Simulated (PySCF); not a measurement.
# C17H18FN2S: the cost of one run

Programs: PySCF 2.14.0, with routines of our own; each step states its level. All values are computed. Atoms count from 0.

## 1. The system as given

39 atoms, charge 1, multiplicity 1; geometry from: GFN2-xTB.

## 2. Electronic excitations: TDA OLYP/pcseg-0

What the job is given:

```
{"job": {"kind": "uv", "basis": "pcseg-0", "grid": 1, "kgrid": 1, "vcut": 0.3, "nstates": 3, "ntriplets": 2, "tda": true, "delta": ["ip_vertical"], "pop": false, "xc": "OLYP", "scf": {"aux": "def2-universal-jkfit"}}, "charge": 1, "multiplicity": 1}
C      6.221786    -0.050723     0.299666
N      5.037361     0.183735    -0.495724
C      5.202276     0.600874    -1.868706
C      3.814631     0.017824     0.031657
C      3.650343    -0.394055     1.386942
C      2.417664    -0.563801     1.926629
C      1.228997    -0.343663     1.181773
C     -0.012823    -0.530374     1.776706
C     -1.240016    -0.345653     1.147180
C     -2.457978    -0.565022     1.848574
F     -2.372477    -0.952970     3.127395
C     -3.687677    -0.403623     1.296455
C     -3.817383     0.007639    -0.058987
N     -5.028899     0.169630    -0.611237
C     -5.165405     0.586942    -1.987078
C     -6.227068    -0.071022     0.161348
C     -2.627357     0.232920    -0.781609
C     -1.386968     0.064140    -0.205154
S      0.013231     0.374073    -1.203922
C      1.390997     0.066866    -0.168858
C      2.642229     0.239909    -0.719186
H      7.108114     0.135802    -0.299034
H      6.260817    -1.085207     0.648099
H      6.251684     0.616446     1.164026
H      4.746963     1.579454    -2.037258
H      4.752907    -0.121813    -2.553623
H      6.260089     0.675471    -2.102529
H      4.512852    -0.576747     2.003021
H      2.318307    -0.876148     2.955021
H     -0.029483    -0.844472     2.811439
H     -4.546045    -0.596004     1.915435
H     -4.700874    -0.135046    -2.662253
H     -6.218173     0.659848    -2.242340
H     -4.708219     1.566103    -2.145638
H     -6.267763    -1.105905     0.508554
H     -7.102360     0.111509    -0.454482
H     -6.276147     0.595924     1.025009
H     -2.665915     0.545329    -1.810854
H      2.702632     0.552257    -1.747883
```

With the program's defaults for keys left out, this is: TDA OLYP/pcseg-0, vertical, gas phase, core orbitals frozen in the response, virtual orbitals cut by energy.

Run with:

```
> OMP_NUM_THREADS=1 python large_run.py task.json out
```

This one command runs all jobs of the session in turn.

**Question.** How long does this first job take on 1 thread of Arm Neoverse N1, shared host, and how much memory does it need?

About 60 s, with a peak of 0.67 GiB.
